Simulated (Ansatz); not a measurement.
H₄SSiSn, SMILES [SiH2]1[S][SnH2]1, harmonic frequencies at the relaxed geometry

Program: the Ansatz DFT code, driven from Python.

`h4ssisn_freq.py`
```python
"""Harmonic frequencies of H4SSiSn at its relaxed geometry."""

import itertools

import ansatz as az
from ase import Atoms
from ase.data import atomic_numbers, covalent_radii
from ase.thermochemistry import IdealGasThermo
import numpy as np

params = {
    "basis": "def2-SVP",
    "xc": "hf",
}

geometry_ang = [
    ("Si", (-0.9064, -0.0769, -0.8098)),
    ("S", (-0.3016, -1.7927, 0.1823)),
    ("Sn", (0.913, 0.2417, 0.752)),
    ("H", (-2.1674, 0.4839, -0.3235)),
    ("H", (-0.5677, -0.007, -2.2581)),
    ("H", (0.5232, 0.8338, 2.3623)),
    ("H", (2.5682, 0.2493, 0.0492)),
]
h4ssisn = az.Crystal.molecule()
for symbol, xyz in geometry_ang:
    h4ssisn = h4ssisn.atom(symbol, xyz)

base = h4ssisn.calculation()
base = base.basis(gaussian=params["basis"])
base = base.functional(params["xc"])
symbols = [site.symbol for site in h4ssisn.cartesian_sites]
start = np.array([site.position_ang for site in h4ssisn.cartesian_sites], dtype=float)
def progress(event):
    if event["event"] == "relax_step":
        row = event["data"]
        print(f"step {row['step']:3d}  E = {row['lagrangian_ev']:.6f} eV  largest force component {row['allowed_force_max_ev_ang']:.4f} eV/A")


r = base.relax(force_tolerance=0.003, max_steps=100).session().plan().execute(on_event=progress).report
end = np.array(r["positions_ang"])

# pairs closer than 1.2 times the sum of covalent radii, before or after
radius = [covalent_radii[atomic_numbers[s]] for s in symbols]
span = lambda where, i, j: np.linalg.norm(where[i] - where[j])
bonded = [(i, j) for i, j in itertools.combinations(range(len(symbols)), 2) if min(span(start, i, j), span(end, i, j)) < 1.2 * (radius[i] + radius[j])]
print("pair        before    after (A)")
for i, j in bonded:
    print(f"{symbols[i]}{i}-{symbols[j]}{j}".ljust(10), f"{span(start, i, j):8.4f} {span(end, i, j):8.4f}")

# same settings at the minimum
minimum = az.Crystal.molecule()
for symbol, place in zip(symbols, end):
    minimum = minimum.atom(symbol, place.tolist())
vibrating = minimum.calculation()
vibrating = vibrating.basis(gaussian=params["basis"])
vibrating = vibrating.functional(params["xc"])
vibrating = vibrating.phonons(temperatures=(200, 600, 100))
vib = vibrating.run(threads=1, pin="off").report["vibrations"]
sums = vib["harmonic_sums"]
modes = [m["omega_inv_cm"] for m in sums["modes_at_gamma"] if m["rigid_motion"] == "no"]
for number, w in enumerate(modes, start=1):
    print(f"mode {number:2d} {w:9.1f} 1/cm {w / 8065.544 * 1000:8.2f} meV")
print("imaginary modes:", sum(w < 0 for w in modes), " zero-point energy:", round(sums["zero_point_energy_ev"], 4), "eV")
# rigid rotor and ideal gas, symmetry number taken as one
gas = IdealGasThermo(vib_energies=[w / 8065.544 for w in modes if w > 0], geometry="linear" if len(modes) == 3 * len(symbols) - 5 else "nonlinear",
                     atoms=Atoms(symbols, positions=end), symmetrynumber=1, spin=0.0)
print(f"H(298 K) - E = {gas.get_enthalpy(298.15, verbose=False):.4f} eV")
print(f"S(298 K, 1 bar) = {96485.33 * gas.get_entropy(298.15, 1e5, verbose=False):.1f} J/(mol K) with symmetry number 1")

# all hydrogen replaced by deuterium
heavier = vibrating.phonons(masses={"H": 2.014102}).run(threads=1, pin="off").report["vibrations"]["harmonic_sums"]
print("deuterated (1/cm):", " ".join(f"{m['omega_inv_cm']:.0f}" for m in heavier["modes_at_gamma"] if m["rigid_motion"] == "no"))
print("zero-point energy falls by", round(sums["zero_point_energy_ev"] - heavier["zero_point_energy_ev"], 4), "eV")
```

Output of `python h4ssisn_freq.py`:
```text
step   1  E = -24542.154335 eV  largest force component 1.8896 eV/A
step   2  E = -24542.494306 eV  largest force component 1.2416 eV/A
step   3  E = -24542.569209 eV  largest force component 0.1357 eV/A
step   4  E = -24542.571428 eV  largest force component 0.0589 eV/A
step   5  E = -24542.571788 eV  largest force component 0.0360 eV/A
step   6  E = -24542.571678 eV  largest force component 0.0281 eV/A
step   7  E = -24542.571925 eV  largest force component 0.0038 eV/A
step   8  E = -24542.571926 eV  largest force component 0.0010 eV/A
pair        before    after (A)
Si0-S1       2.0722   2.1348
Si0-Sn2      2.4189   2.5007
Si0-H3       1.4633   1.4742
Si0-H4       1.4890   1.4742
S1-Sn2       2.4369   2.5214
Sn2-H5       1.7594   1.6989
Sn2-H6       1.7982   1.6989
mode  1     242.5 1/cm    30.06 meV
mode  2     349.1 1/cm    43.29 meV
mode  3     354.5 1/cm    43.95 meV
mode  4     477.5 1/cm    59.21 meV
mode  5     499.6 1/cm    61.95 meV
mode  6     542.9 1/cm    67.31 meV
mode  7     586.3 1/cm    72.69 meV
mode  8     652.1 1/cm    80.86 meV
mode  9     761.0 1/cm    94.35 meV
mode 10     803.8 1/cm    99.65 meV
mode 11    1035.7 1/cm   128.41 meV
mode 12    2041.5 1/cm   253.12 meV
mode 13    2050.9 1/cm   254.28 meV
mode 14    2362.8 1/cm   292.95 meV
mode 15    2365.6 1/cm   293.30 meV
imaginary modes: 0  zero-point energy: 0.9377 eV
H(298 K) - E = 1.1052 eV
S(298 K, 1 bar) = 317.8 J/(mol K) with symmetry number 1
deuterated (1/cm): 234 253 333 344 388 398 479 540 556 601 751 1452 1454 1689 1712
zero-point energy falls by 0.2443 eV
```

What to keep in mind:
- Total energies depend on the basis set; only differences at equal settings carry meaning.
- The frequencies are harmonic and unscaled, in a modest basis.
- def2 sets replace the cores of elements past krypton by effective core potentials.
- The entropy takes a symmetry number of 1; a symmetric molecule's is lower by R ln(sigma).
- Hardware and time: 2.6 min on 1 thread of Arm Neoverse V1 (shared host), peak memory 0.29 GiB.
